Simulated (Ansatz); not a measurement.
## Hf2Pd2Se2Br2O3 in Ansatz: the effect of functional

Crystal: Hf2Pd2Se2Br2O3.

```
Hf Pd Se Br O
1.0
     7.58666   -1.70971   -1.17576
     7.58666    1.70971   -1.17576
    -2.02446    0.00000   13.05155
Hf Pd Se Br O
2 2 2 2 3
Cartesian
  14.2165 0.0000 -1.4206
  8.6262 0.0000 2.2691
  1.6873 0.0000 6.2302
  3.3945 0.0000 8.9390
  12.2827 0.0000 8.8683
  10.7952 0.0000 5.8168
  8.8069 0.0000 -0.7891
  3.1532 0.0000 3.1608
  8.2058 0.0000 4.0943
  5.7021 0.0000 0.0464
  0.0207 0.0000 2.8206
```

The cell was built by a generator and needn't be a form met in nature.

Alike in all runs:

* Program: Ansatz 0.2.0
* Task: single point
* Potentials or basis: Ansatz PAW
* k mesh: 4 × 4 × 1
* Occupations: fermi-dirac, width 0.05 eV
* Spin: no spin polarisation

```tsv
functional	cutoff	gap on the mesh (eV)	pressure (GPa)	largest force (eV/Å)
HSE06	420 eV (not typed: the program's choice for these potentials)	1.78	-1.6	0.60
HSE03	420 eV (not typed: the program's choice for these potentials)	?	?	?
r2SCANh	500 eV (not typed: the program's choice for these potentials)	1.67	-1.9	0.70
PBE0	420 eV (not typed: the program's choice for these potentials)	2.46	-1.6	0.60
```

Question: What does the run with functional HSE03 give?

Answer: gap on the mesh 1.61 eV; pressure -1.5 GPa; largest force 0.58 eV/Å.

Caveats: all runs use coarse meshes; spin-orbit coupling is left out, which moves the levels of the heavy elements; the PAW data sets come from PBE, with cores solved anew for the run's functional, which leaves a small shift of forces and pressure; the thresholds are loose for stress.

A k mesh can miss the band edges.
